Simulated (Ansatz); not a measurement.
**In3GeO2: one candidate of a structure search**

Aim: relax a trial structure of In3GeO2 and see where it ends.

Method: DFT PBE, scalar-relativistic, plane waves, PAW, in Ansatz 0.2.0.

### Step 1. The structure to begin with

The structure is hexagonal, space group P6/mmm (No. 191). Conventional cell: a = 6.071 Å, b = 6.071 Å, c = 3.518 Å, α = 90.00°, β = 90.00°, γ = 120.00°. Around In (site symmetry mmm) lie 4 O at 2.48 Å. Around Ge (site symmetry 6/mmm) lie 6 O at 3.51 Å and 12 In at 3.51 Å and 2 Ge at 3.52 Å. Around O (site symmetry -6m2) lie 6 In at 2.48 Å and 3 Ge at 3.51 Å.

Structure file:

```xyz
6
Lattice="6.0709 0.0000 0.0000 -3.0355 5.2576 0.0000 0.0000 0.0000 3.5176" Properties=species:S:1:pos:R:3 pbc="T T T"
In    3.0355    0.0000    1.7588
In   -1.5177    2.6288    1.7588
In    1.5177    2.6288    1.7588
Ge    0.0000    0.0000    0.0000
O     3.0355    1.7525    0.0000
O     0.0000    3.5050    0.0000
```

The cell is invented: species swapped into a database cell of YB2Ir3 (P6/mmm, No. 191), with Ge on the Y sites, O on the B sites and In on the Ir sites. The dimensions are guesses.

### Step 2. A first look at the guess

input.yaml reads:

```yaml
crystal:
  lattice:
    - [6.07092424, 0.0, 0.0]
    - [-3.03546212, 5.25757461, 0.0]
    - [0.0, 0.0, 3.51762788]
  atoms:
    - { symbol: In, position: [0.5, 0.0, 0.5] }
    - { symbol: In, position: [0.0, 0.5, 0.5] }
    - { symbol: In, position: [0.5, 0.5, 0.5] }
    - { symbol: Ge, position: [0.0, 0.0, 0.0] }
    - { symbol: O, position: [0.66666667, 0.33333333, 0.0] }
    - { symbol: O, position: [0.33333333, 0.66666667, 0.0] }
basis:
  ecutwfc: 420
kpoints:
  mp_grid: { grid: [3, 3, 6] }
hamiltonian:
  xc: pbe
scf:
  occupations: { method: gaussian, width: 0.1 }
  lower_state_search: "off"
output:
  forces: true
  stress: true
  eigenvalues: true
```

On the command line:

```sh
> ansatz run input.yaml --threads 1 --pin off --max-ram 2560MiB --backend cpu --events-out ev --progress --plain --runs-dir out
```

What it wrote, cut to the lines that bear on the results:

```text
Warning: RAYON_NUM_THREADS=1 ignored (pool sized by the plan → 1); use --threads N
[...]
Pseudopotentials: kind: paw
Pseudopotential: In, paw, valence charge 13, recommended cutoff 420 eV (normal), In.paw.azcp
Pseudopotential: Ge, paw, valence charge 14, recommended cutoff 420 eV (normal), Ge.paw.azcp
Pseudopotential: O, paw, valence charge 6, recommended cutoff 420 eV (normal), O.paw.azcp
Functional definition: PBE
[...]
Crystal: 6 atoms, lattice volume = 112.277 Å³
Basis set: ecut = 420 eV, 2213 PW (Γ), exchange–correlation on 90×90×48 points (8 copies of the dense FFT grid, shifted against one another)
Bands: 39, of which v1, the nominal top of the filled ones, is band 33 counted from 1 (32 counted from 0)
Symmetry: 24 space group operations
Space group: P6/mmm (ITA 191), of the structure as read, at distance tolerance 4.8e-5 Å
k-points: 12 of 54
[...]
SCF iter   1: F=—  HF=-22219.549600 eV  |F-HF|=—  |Δ(HF+E_count)|=         —  Δρ=2.96e-3  dr2=2.23e-2  ethr=1.77e-3  ⟨swp⟩=6.5  Hψ=2001  notcnv=0
[...]
SCF iter   7: F=-22219.545789 eV  HF=-22219.545789 eV  |F-HF|=2.55e-11  |Δ(HF+E_count)|=   5.28e-8  Δρ=2.30e-6  dr2=4.67e-9  ethr=1.54e-10  ⟨swp⟩=7.5  Hψ=1686  notcnv=0
[...]
SCF converged after 7 iterations
Free energy (F): -22219.545789 eV
[...]
E sigma→0 (E₀):  -22219.532469 eV
Entropy (-TS):   -0.026641 eV (-4.440 meV/atom)
Fermi energy:    9.886066 eV
[...]
--- Forces (eV/Å), atoms counted from 1 ---
  atom   1  In     0.00000000     0.00000000    -0.00000000
  atom   2  In     0.00000000     0.00000000     0.00000000
  atom   3  In     0.00000000     0.00000000    -0.00000000
  atom   4  Ge     0.00000000     0.00000000     0.00000000
  atom   5  O      0.00000000     0.00000000     0.00000000
  atom   6  O     -0.00000000    -0.00000000    -0.00000000
[...]
--- Stress (GPa, compression-positive) ---
        1.308153       0.000000       0.000000
        0.000000       1.308153      -0.000000
        0.000000      -0.000000      -4.072568
  P = ⅓ Tr σ = -0.4854 GPa (-4.854 kbar)
--- Band table (eV; the first three rows and the last of 12) ---
[...]
```

Wall time 4 s (1 thread of Arm Neoverse V1, shared host); peak memory 0.38 GiB.

The probe gives pressure -0.5 GPa, largest force 0.00 eV/Å, gap on this mesh none (metal). The relaxation goes to the converged mesh at once.

### Step 3. Full relaxation

Changes to input.yaml since step 2:

```diff
@@ -15,3 +15,3 @@
 kpoints:
-  mp_grid: { grid: [3, 3, 6] }
+  mp_grid: { grid: [6, 6, 10] }
 hamiltonian:
@@ -20,3 +20,2 @@
   occupations: { method: gaussian, width: 0.1 }
-  lower_state_search: "off"
 output:
@@ -25 +24,6 @@
   eigenvalues: true
+relax:
+  adjacent_minimum: "off"
+  f_tol: 0.01
+  max_steps: 80
+  cell: { stress_tol: 0.05 }
```

On the command line:

```sh
> ansatz run input.yaml --threads 1 --pin off --max-ram 2560MiB --backend cpu --events-out ev --progress --plain --runs-dir out
```

What it wrote:

```text
Warning: RAYON_NUM_THREADS=1 ignored (pool sized by the plan → 1); use --threads N
Engine: ansatz 0.2.0, aarch64-unknown-linux-gnu
Pseudopotentials: kind: paw
Pseudopotential: In, paw, valence charge 13, recommended cutoff 420 eV (normal), In.paw.azcp
Pseudopotential: Ge, paw, valence charge 14, recommended cutoff 420 eV (normal), Ge.paw.azcp
Pseudopotential: O, paw, valence charge 6, recommended cutoff 420 eV (normal), O.paw.azcp
Functional definition: PBE
  parameter kappa = 0.804
  parameter beta = 0.06672455060314922
  exchange = pbe_x(kappa = kappa, mu = beta*pi^2/3)
  correlation = pbe_c(beta = beta)
Crystal: 6 atoms, lattice volume = 112.277 Å³
Basis set: ecut = 420 eV, 2213 PW (Γ), exchange–correlation on 90×90×48 points (8 copies of the dense FFT grid, shifted against one another)
Bands: 39, of which v1, the nominal top of the filled ones, is band 33 counted from 1 (32 counted from 0)
Symmetry: 24 space group operations
Space group: P6/mmm (ITA 191), of the structure as read, at distance tolerance 4.8e-5 Å
k-points: 42 of 360
Non-local potential: In, projectors of the file, l = 0: 2, l = 1: 2, l = 2: 2, l = 3: 2
Non-local potential: Ge, projectors of the file, l = 0: 2, l = 1: 2, l = 2: 3, l = 3: 1
Non-local potential: O, projectors of the file, l = 0: 2, l = 1: 2, l = 2: 1
PAW form: soft (Blöchl's): semilocal exchange-correlation on the pseudo side does not see the compensation charge
PAW one-centre angular grid: In, 590 points (default); XC on 64 Gauss nodes
PAW one-centre angular grid: Ge, 590 points (default); XC on 64 Gauss nodes
PAW one-centre angular grid: O, 110 points (default); XC on 64 Gauss nodes
Initial density: superposition of atomic densities (neutral atoms: chi_scale 0, normalization atom), corrected by the library's trained network
Initial wavefunctions: pseudopotential atomic-orbital guess
Functional: x = pbe(κ = 0.804, μ = 0.2195149727645171), c = pbe(β = 0.06672455060314922)
SCF iter   1: F=—  HF=-22219.634775 eV  |F-HF|=—  |Δ(HF+E_count)|=         —  Δρ=3.30e-3  dr2=3.00e-2  ethr=1.77e-3  ⟨swp⟩=6.5  Hψ=7050  notcnv=0
preconditioner: auto → Kerker (q_TF=auto, 2.491 Å⁻¹)  [metal: Δε(μ)=0.007 eV  Ē_g=15.657 eV  σ=0.100 eV  W_gap=0.04  n_scr=32 (ndim 8)  ℏωp=28.3 eV  f_vac=0.000  D(μ)=4.34/eV (n_scr^D=32)]
SCF iter   2: F=—  HF=-22219.632175 eV  |F-HF|=—  |Δ(HF+E_count)|=   2.60e-3  Δρ=1.67e-3  dr2=1.02e-2  ethr=4.61e-5  ⟨swp⟩=1.0  Hψ=1974  notcnv=0
SCF iter   3: F=—  HF=-22219.630936 eV  |F-HF|=—  |Δ(HF+E_count)|=   1.24e-3  Δρ=5.64e-4  dr2=1.13e-3  ethr=1.57e-5  ⟨swp⟩=2.0  Hψ=2389  notcnv=0
SCF iter   4: F=—  HF=-22219.630629 eV  |F-HF|=—  |Δ(HF+E_count)|=   3.07e-4  Δρ=2.04e-4  dr2=1.40e-4  ethr=1.74e-6  ⟨swp⟩=2.1  Hψ=2928  notcnv=0
SCF iter   5: F=—  HF=-22219.630578 eV  |F-HF|=—  |Δ(HF+E_count)|=   5.13e-5  Δρ=1.07e-4  dr2=1.45e-5  ethr=2.15e-7  ⟨swp⟩=2.0  Hψ=2942  notcnv=0
SCF iter   6: F=—  HF=-22219.630561 eV  |F-HF|=—  |Δ(HF+E_count)|=   1.70e-5  Δρ=2.15e-5  dr2=6.74e-7  ethr=2.23e-8  ⟨swp⟩=2.0  Hψ=2949  notcnv=0
SCF iter   7: F=-22219.630561 eV  HF=-22219.630561 eV  |F-HF|=9.16e-8  |Δ(HF+E_count)|=   8.22e-9  Δρ=7.25e-6  dr2=5.50e-8  ethr=1.54e-10  ⟨swp⟩=8.1  Hψ=7332  notcnv=0
SCF 1 converged in 7 iterations: F = -22219.630561 eV  dr2 = 5.50e-8
relax step   1: F+E_penalty+E_count = -22219.63056100 eV  Δ(F+E_penalty+E_count) = +0.000e0 eV  max|allowed force component| = 7.517e-18 eV/Å  Δτ_max = 0.0000 Å  P = -0.561 GPa  Ω = 112.277 Å³  (7 SCF iters, dr2 threshold 1.00e-7 eV, accepted)
Crystal: 6 atoms, lattice volume = 112.250 Å³
Basis set: ecut = 420 eV, 2219 PW (Γ), exchange–correlation on 90×90×48 points (8 copies of the dense FFT grid, shifted against one another)
Initial density: handed on by an earlier stage of this run
Initial wavefunctions: those handed on with the density
iter 1 solved again at ethr=1.72e-4 eV; its pass at ethr=3.10e-3 eV (dr2=1.12e-1 eV) is discarded
SCF iter   1: F=—  HF=-22219.822745 eV  |F-HF|=—  |Δ(HF+E_count)|=         —  Δρ=4.98e-3  dr2=1.10e-1  ethr=1.72e-4  ⟨swp⟩=1.0  Hψ=8724  notcnv=0
preconditioner: auto → Kerker (q_TF=auto, 2.491 Å⁻¹)  [metal: Δε(μ)=0.027 eV  Ē_g=15.716 eV  σ=0.100 eV  W_gap=0.15  n_scr=32 (ndim 8)  ℏωp=28.3 eV  f_vac=0.000  D(μ)=4.80/eV (n_scr^D=44)]
SCF iter   2: F=—  HF=-22219.812918 eV  |F-HF|=—  |Δ(HF+E_count)|=   9.83e-3  Δρ=3.22e-3  dr2=5.08e-2  ethr=1.69e-4  ⟨swp⟩=1.0  Hψ=1638  notcnv=0
SCF iter   3: F=—  HF=-22219.804201 eV  |F-HF|=—  |Δ(HF+E_count)|=   8.72e-3  Δρ=7.16e-4  dr2=1.27e-3  ethr=7.81e-5  ⟨swp⟩=1.8  Hψ=1696  notcnv=0
SCF iter   4: F=—  HF=-22219.803856 eV  |F-HF|=—  |Δ(HF+E_count)|=   3.45e-4  Δρ=3.06e-4  dr2=9.27e-5  ethr=1.96e-6  ⟨swp⟩=2.1  Hψ=3059  notcnv=0
SCF iter   5: F=—  HF=-22219.803839 eV  |F-HF|=—  |Δ(HF+E_count)|=   1.66e-5  Δρ=8.56e-5  dr2=1.32e-5  ethr=1.43e-7  ⟨swp⟩=2.0  Hψ=2988  notcnv=0
SCF iter   6: F=—  HF=-22219.803836 eV  |F-HF|=—  |Δ(HF+E_count)|=   3.23e-6  Δρ=2.64e-5  dr2=1.32e-6  ethr=2.03e-8  ⟨swp⟩=2.0  Hψ=2062  notcnv=0
SCF iter   7: F=-22219.803836 eV  HF=-22219.803836 eV  |F-HF|=6.52e-9  |Δ(HF+E_count)|=   2.43e-7  Δρ=4.83e-6  dr2=2.83e-8  ethr=9.23e-10  ⟨swp⟩=5.9  Hψ=6230  notcnv=0
SCF 2 converged in 7 iterations: F = -22219.803836 eV  dr2 = 2.83e-8
relax step   2: F+E_penalty+E_count = -22219.80383577 eV  Δ(F+E_penalty+E_count) = -1.733e-1 eV  max|allowed force component| = 6.939e-18 eV/Å  Δτ_max = 0.0000 Å  P = +0.206 GPa  Ω = 112.250 Å³  energy of the carried Pulay correction = -8.567e-4 eV  (7 SCF iters, dr2 threshold 6.00e-7 eV, accepted)
Crystal: 6 atoms, lattice volume = 113.009 Å³
Basis set: ecut = 420 eV, 2207 PW (Γ), exchange–correlation on 90×90×48 points (8 copies of the dense FFT grid, shifted against one another)
iter 1 solved again at ethr=9.17e-6 eV; its pass at ethr=3.10e-3 eV (dr2=5.96e-3 eV) is discarded
SCF iter   1: F=—  HF=-22219.821339 eV  |F-HF|=—  |Δ(HF+E_count)|=         —  Δρ=1.66e-3  dr2=5.94e-3  ethr=9.17e-6  ⟨swp⟩=1.9  Hψ=9241  notcnv=0
preconditioner: auto → Kerker (q_TF=auto, 2.488 Å⁻¹)  [metal: Δε(μ)=0.032 eV  Ē_g=15.707 eV  σ=0.100 eV  W_gap=0.18  n_scr=32 (ndim 8)  ℏωp=28.2 eV  f_vac=0.000  D(μ)=4.16/eV (n_scr^D=32)]
SCF iter   2: F=—  HF=-22219.820776 eV  |F-HF|=—  |Δ(HF+E_count)|=   5.63e-4  Δρ=1.03e-3  dr2=2.88e-3  ethr=9.13e-6  ⟨swp⟩=1.0  Hψ=1638  notcnv=0
SCF iter   3: F=—  HF=-22219.820243 eV  |F-HF|=—  |Δ(HF+E_count)|=   5.33e-4  Δρ=1.96e-4  dr2=3.70e-5  ethr=4.42e-6  ⟨swp⟩=2.0  Hψ=1819  notcnv=0
SCF iter   4: F=—  HF=-22219.820240 eV  |F-HF|=—  |Δ(HF+E_count)|=   2.35e-6  Δρ=7.59e-5  dr2=4.23e-6  ethr=5.69e-8  ⟨swp⟩=2.1  Hψ=3015  notcnv=0
SCF iter   5: F=—  HF=-22219.820236 eV  |F-HF|=—  |Δ(HF+E_count)|=   4.01e-6  Δρ=2.18e-5  dr2=6.05e-7  ethr=6.50e-9  ⟨swp⟩=2.0  Hψ=2998  notcnv=0
SCF iter   6: F=-22219.820236 eV  HF=-22219.820236 eV  |F-HF|=1.38e-8  |Δ(HF+E_count)|=   2.45e-8  Δρ=7.26e-6  dr2=8.07e-8  ethr=9.23e-10  ⟨swp⟩=5.3  Hψ=5899  notcnv=0
SCF 3 converged in 6 iterations: F = -22219.820236 eV  dr2 = 8.07e-8
relax step   3: F+E_penalty+E_count = -22219.82023639 eV  Δ(F+E_penalty+E_count) = -1.640e-2 eV  max|allowed force component| = 1.496e-16 eV/Å  Δτ_max = 0.0000 Å  P = +0.069 GPa  Ω = 113.009 Å³  energy of the carried Pulay correction = -2.358e-3 eV  (6 SCF iters, dr2 threshold 6.00e-7 eV, accepted)
[... 12 lines left out ...]
relax step   4: F+E_penalty+E_count = -22219.82005146 eV  Δ(F+E_penalty+E_count) = +1.849e-4 eV  max|allowed force component| = 5.320e-17 eV/Å  Δτ_max = 0.0000 Å  P = -0.015 GPa  Ω = 113.149 Å³  energy of the carried Pulay correction = -2.568e-3 eV  (6 SCF iters, dr2 threshold 1.34e-8 eV, accepted)
[... 11 lines left out ...]
relax step   5: F+E_penalty+E_count = -22219.82997679 eV  Δ(F+E_penalty+E_count) = -9.925e-3 eV  max|allowed force component| = 5.513e-17 eV/Å  Δτ_max = 0.0000 Å  P = +0.101 GPa  Ω = 113.149 Å³  stress off target by 1.98e-1 GPa  SCF on the basis re-selected at this cell (its energy is not comparable with the rows above)  (7 SCF iters)
[... 12 lines left out ...]
relax step   6: F+E_penalty+E_count = -22219.82999803 eV  Δ(F+E_penalty+E_count) = -2.124e-5 eV  max|allowed force component| = 7.170e-17 eV/Å  Δτ_max = 0.0000 Å  P = +0.015 GPa  Ω = 113.382 Å³  energy of the carried Pulay correction = -3.854e-4 eV  (6 SCF iters, dr2 threshold 9.78e-8 eV, accepted)
iter 1 solved again at ethr=3.31e-8 eV; its pass at ethr=3.10e-3 eV (dr2=2.15e-5 eV) is discarded
SCF iter   1: F=—  HF=-22219.830313 eV  |F-HF|=—  |Δ(HF+E_count)|=         —  Δρ=1.27e-4  dr2=4.41e-7  ethr=3.31e-8  ⟨swp⟩=3.0  Hψ=10863  notcnv=0
preconditioner: auto → Kerker (q_TF=auto, 2.487 Å⁻¹)  [metal: Δε(μ)=0.030 eV  Ē_g=15.697 eV  σ=0.100 eV  W_gap=0.16  n_scr=32 (ndim 8)  ℏωp=28.1 eV  f_vac=0.000  D(μ)=3.98/eV (n_scr^D=32)]
SCF iter   2: F=—  HF=-22219.830428 eV  |F-HF|=—  |Δ(HF+E_count)|=   1.15e-4  Δρ=6.44e-5  dr2=1.09e-7  ethr=6.79e-10  ⟨swp⟩=1.6  Hψ=1826  notcnv=0
SCF iter   3: F=—  HF=-22219.830467 eV  |F-HF|=—  |Δ(HF+E_count)|=   3.87e-5  Δρ=2.13e-6  dr2=6.55e-10  ethr=1.68e-10  ⟨swp⟩=2.2  Hψ=2135  notcnv=0
SCF iter   4: F=—  HF=-22219.830467 eV  |F-HF|=—  |Δ(HF+E_count)|=   3.32e-8  Δρ=3.88e-7  dr2=1.10e-10  ethr=1.01e-12  ⟨swp⟩=2.0  Hψ=3009  notcnv=0
iter 5 did not close the SCF: its close was put off for the readings that it lacked (scf_convergence_deferred on its scf_iter line)
SCF iter   5: F=-22219.830467 eV  HF=-22219.830467 eV  |F-HF|=7.28e-12  |Δ(HF+E_count)|=  8.73e-11  Δρ=1.63e-7  dr2=3.64e-11  ethr=1.00e-12  ⟨swp⟩=2.0  Hψ=1848  notcnv=0
SCF iter   6: F=-22219.830467 eV  HF=-22219.830467 eV  |F-HF|=7.28e-12  |Δ(HF+E_count)|=  1.09e-11  Δρ=4.10e-8  dr2=4.29e-12  ethr=1.00e-12  ⟨swp⟩=3.0  Hψ=5179  notcnv=0
SCF 7 converged in 6 iterations: F = -22219.830467 eV  dr2 = 4.29e-12
relax step   7: F+E_penalty+E_count = -22219.83046705 eV  Δ(F+E_penalty+E_count) = -4.690e-4 eV  max|allowed force component| = 7.170e-17 eV/Å  Δτ_max = 0.0000 Å  P = +0.016 GPa  Ω = 113.382 Å³  stress off target by 2.00e-2 GPa  SCF on the basis re-selected at this cell (its energy is not comparable with the rows above)  (6 SCF iters)
basis re-selected at this cell: Δ(F+E_penalty+E_count) = -4.690e-4 eV, ΔP = +0.001 GPa vs the last step (what re-selecting the basis moved, of the pressure what is left beyond the Pulay correction that the steps carried, after the strain that the cell walked since its last selection, with what the two solves' SCF thresholds leave and, on support functions, any second-order correction that the steps lacked; it is no measure of the basis error at this ecutwfc). This SCF's stress stands 2.00e-2 GPa from its target on what of the cell is left free (relax.cell.stress_tol is 5.00e-2 GPa) and its largest allowed force component is 7.17e-17 eV/Å (relax.f_tol is 1.00e-2 eV/Å): within both
SCF converged after 6 iterations
Free energy (F): -22219.830467 eV
Harris-Foulkes:  -22219.830467 eV  (|F-HF|=7.28e-12)
Internal energy: -22219.810582 eV  (E = F + TS)
E sigma→0 (E₀):  -22219.820524 eV
Entropy (-TS):   -0.019885 eV (-3.314 meV/atom)
Fermi energy:    9.839360 eV
--- Per-component energies (eV) ---
  E_band       = -211.030749
  E_kinetic    = 1180.054995
  E_local      = -6155.734348  (includes V_loc(G=0)·N_el)
  E_nonlocal   = 1613.044064
  E_hartree    = 2490.001422
  E_xc         = -866.775304
  E_vxc        = -547.324669  (∫ρ·V_xc dr)
  E_paw        = -14793.005301  (= ΣΔE_a)
  E_vpaw       = -1281.078623  (= ΣTr[D̂ρ^β])
  E_aug_tail   = 0.004996  (compensation charges beyond the density's cutoff)
  E_ewald      = -5687.401105
  E_smearing   = -0.019885  (= −TS)
  E_closure    = -0.000000  (closes the sum)
  Σ components = -22219.830467   (vs F -22219.830467, Δ=0.00e0)
--- Forces (eV/Å), atoms counted from 1 ---
  atom   1  In     0.00000000     0.00000000     0.00000000
  atom   2  In    -0.00000000     0.00000000     0.00000000
  atom   3  In     0.00000000     0.00000000     0.00000000
  atom   4  Ge    -0.00000000    -0.00000000     0.00000000
  atom   5  O     -0.00000000     0.00000000    -0.00000000
  atom   6  O      0.00000000    -0.00000000     0.00000000
  max |Σ_I F_I| component: 9.25e-18 eV/Å
--- Stress (GPa, compression-positive) ---
        0.019963       0.000000      -0.000000
        0.000000       0.019963      -0.000000
       -0.000000      -0.000000       0.006587
  P = ⅓ Tr σ = 0.0155 GPa (0.155 kbar)
--- Band table (eV; the first three rows and the last of 42) ---
  k-point 0: bands = ["-15.0667", "-15.0352", "-15.0352", "-15.0304", "-15.0304", "-9.1100", "-8.6221", "-5.1713", "-5.0871", "-5.0871", "-4.9413", "-4.9165", "-4.9165", "-4.7639", "-4.7639", "-4.7149", "-4.6648", "-4.6632", "-4.6632", "-4.6109", "-4.6109", "-4.5073", "0.8561", "3.3795", "3.3795", "4.8282", "4.8282", "5.4999", "5.9051", "6.8952", "8.0119", "8.0119", "10.7017", "10.7017", "10.7483", "13.9192", "15.2924", "15.2924", "16.0404"]
  k-point 1: bands = ["-15.0631", "-15.0364", "-15.0364", "-15.0303", "-15.0303", "-9.0601", "-8.6481", "-5.1524", "-5.0780", "-5.0780", "-4.8870", "-4.8870", "-4.8625", "-4.7840", "-4.7840", "-4.7302", "-4.6757", "-4.6583", "-4.6583", "-4.6273", "-4.6273", "-4.5067", "0.9416", "3.4726", "3.4726", "4.7206", "4.9599", "4.9599", "6.3995", "6.7413", "8.1072", "8.1072", "10.5887", "10.5887", "11.3061", "12.8013", "15.0053", "15.0053", "16.2040"]
  k-point 2: bands = ["-15.0539", "-15.0394", "-15.0394", "-15.0299", "-15.0299", "-8.9236", "-8.7132", "-5.1147", "-5.0596", "-5.0596", "-4.8371", "-4.8371", "-4.8091", "-4.8091", "-4.7663", "-4.7043", "-4.6684", "-4.6684", "-4.6517", "-4.6399", "-4.6399", "-4.5049", "1.1870", "3.7468", "3.7468", "3.9036", "5.3291", "5.3291", "5.4241", "7.7408", "8.3822", "8.3822", "10.2333", "10.2333", "10.9883", "12.4584", "14.1115", "14.1115", "15.9563"]
  k-point 41: bands = ["-15.0472", "-15.0472", "-15.0296", "-15.0291", "-15.0291", "-8.7010", "-8.7010", "-4.9646", "-4.9356", "-4.9356", "-4.9139", "-4.8476", "-4.8476", "-4.8393", "-4.7734", "-4.7734", "-4.6941", "-4.6252", "-4.6252", "-4.5459", "-4.4362", "-4.4362", "2.7362", "2.7362", "2.8407", "5.1503", "5.5215", "5.5215", "5.9799", "6.7081", "9.0701", "9.0701", "9.6060", "10.0266", "10.0266", "13.2728", "13.2728", "13.7323", "13.7323"]
--- Relaxed structure (5 steps of the walk, 5 accepted, 2 SCFs on fresh bases) ---
  F+E_penalty+E_count = -22219.83046705 eV   max|allowed force component| = 7.170e-17 eV/Å   (the final SCF, on the basis selected at the relaxed cell)
  cell:  # Å, volume = 113.3824 Å³
    - [6.324874057211134, -1.615749345853995e-34, 3.635436028171489e-34]
    - [-3.162437028605567, 5.477501609281994, -3.216997993743393e-34]
    - [-1.1702511686811994e-34, -9.362009349449596e-35, 3.2727376618657096]
  atoms:
    - { symbol: In, position: [0.5, 5.65292533365998e-35, 0.5] }
    - { symbol: In, position: [1.3524119334334937e-35, 0.5, 0.5] }
    - { symbol: In, position: [0.5, 0.5, 0.5] }
    - { symbol: Ge, position: [-3.8013533416690654e-35, -4.625843413945636e-35, -2.3240580463328419e-35] }
    - { symbol: O, position: [0.6666666666666666, 0.3333333333333333, 3.4433129950268783e-35] }
    - { symbol: O, position: [0.3333333333333333, 0.6666666666666666, 1.6182858175385128e-35] }
```

Run time: 88 s. Hardware: 1 thread of Arm Neoverse V1, shared host; peak memory 0.47 GiB.

Relaxation path:

| step | E - E(step 1) (eV/cell) | largest force component (eV/Å) | pressure (GPa) | volume (Å³) |
| --- | --- | --- | --- | --- |
| 1 | 0.0000 | 0.0000 | -0.56 | 112.28 |
| 2 | -0.1733 | 0.0000 | 0.21 | 112.25 |
| 3 | -0.1897 | 0.0000 | 0.07 | 113.01 |
| 4 | -0.1895 | 0.0000 | -0.01 | 113.15 |
| 5 | -0.1994 | 0.0000 | 0.10 | 113.15 |
| 6 | -0.1994 | 0.0000 | 0.01 | 113.38 |
| 7 | -0.1999 | 0.0000 | 0.02 | 113.38 |

Step 1 is the start. Steps 5, 7 each repeat the geometry before them on a plane-wave basis chosen anew, so the energy can jump there without any move.

|  | before | after | change |
| --- | --- | --- | --- |
| a (Å) | 6.071 | 6.325 | +4.2 % |
| b (Å) | 6.071 | 6.325 | +4.2 % |
| c (Å) | 3.518 | 3.273 | -7.0 % |
| volume (Å³/atom) | 18.71 | 18.90 | +1.0 % |
| shortest distance (Å) | 2.483 | 2.452 | -1.3 % |
| space group (0.01 Å) | P6/mmm | P6/mmm | same |

Forces and stress were held to the start's 24 operations: a distortion of lower symmetry was not tested.

### Step 4. Summary of results

| quantity | value |
| --- | --- |
| symmetry at the end (tolerance 0.05 Å) | space group P6/mmm (No. 191) |
| conventional cell | a = 6.325 Å, b = 6.325 Å, c = 3.273 Å, α = 90.00°, β = 90.00°, γ = 120.00° |
| volume | 18.90 Å³/atom |
| energy over the elements (uncorrected; H, N, O, F and Cl as molecules) | -0.23 eV/atom |
| gap on the mesh | none (metal) |

In words: The space group P6/mmm (No. 191) is kept, and the volume per atom grows by 1.0 % from the first guess. It lies below the elements, which doesn't yet make it stable: competing phases were not computed in this session. No finished test with a distortion of lower symmetry is shown, so the end may be a saddle point. The final runs have no spin polarisation, so no magnetic state was tried and one may lie lower.
